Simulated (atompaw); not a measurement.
**Pseudopotential generation for neon: PAW (atompaw), PBEsol**

Aim: build the potential from the settings below, then test how well it stands in for the atom: scattering, ghost states and the plane-wave cutoff that it needs.

The numbers are computed with atompaw 4.2.0.5 (PBEsol, non-relativistic, spin-unpolarised reference atom).

## (1) The atom and the settings

The settings as typed:

* element: neon (Ne, Z = 10)
* type: PAW
* frozen core: [He]
* valence charge: 8
* reference configuration: 2s2 2p6
* partial waves: 2s (bound): rc 1.20 bohr; 2s channel at -2.35 Ry: rc 1.20 bohr; 2p (bound): rc 1.10 bohr; 2p channel at -0.35 Ry: rc 1.10 bohr; 3d channel at 0.15 Ry: rc 1.20 bohr
* local potential: troulliermartins scheme with l = 3 at 0 Ry, radius 1.05 bohr
* core correction: smooth core density matched at 0.95 bohr
* augmentation charge: sinc compensation charge, radius 1.10 bohr; PAW radius 1.20 bohr; waves and projectors: custom polynom gramschmidtortho

The outer shells as boxes (Hund's rule for the drawing; the calculation is spin-unpolarised):

```
[He] core
2s [↑↓]
2p [↑↓][↑↓][↑↓]
```

An earlier all-electron run gives the scale for the radii.

All-electron outer shells of the reference configuration (PBEsol, non-relativistic, ld1.x):

```csv
shell,level (eV),outermost node (bohr),outermost maximum (bohr)
1s,-827.17,–,0.10
2s,-36.07,0.22,0.69
2p,-13.28,–,0.62
```

## (2) The generation run

Ne.input reads:

```
Ne 10
GGA-PBESOL loggrid 1500 logderivrange -5 5 251
2 2 0 0 0 0
0 0 0
c
v
v
2
1.20 1.10 1.05 0.95
y
-2.35
n
y
-0.35
n
y
0.15
n
custom polynom gramschmidtortho sinc
3 0 troulliermartins
1.20
1.20
1.10
1.10
1.20
PWSCFOUT
UPFDX 0.0125d0 UPFXMIN -7.d0 UPFZMESH 10.d0
END
```

Started as:

```bash
$ atompaw < Ne.input > Ne.log
```

What does the calculation give? Wanted: cutoffs for 10 and 1 mRy, occupied levels; bound ghosts; largest phase difference near zero energy, channels read; lowest eigenvalue of the overlap; share of valence orbitals outside the PAW sphere; UPF file.

The runs gave:

| quantity | value |
| --- | --- |
| cutoffs for 10 and 1 mRy, occupied levels | 60 Ry and 110 Ry |
| bound ghosts | none found |
| largest phase difference near zero energy, channels read | 0.000 rad |
| lowest eigenvalue of the overlap (Bessel basis) | 0.665 (s) |
| share of valence orbitals outside the PAW sphere | 2s 20 %, 2p 27 % |
| UPF file | written |

In words: It counts as of middling hardness, with 60 Ry needed at the looser tolerance. The slowest occupied level is 2p: taken alone it needs 70 Ry to come within 1 mRy, against 35 Ry for 2s. No bound ghost shows below the valence levels. Near zero energy the phases of the channels with partial waves agree within 0.001 rad.
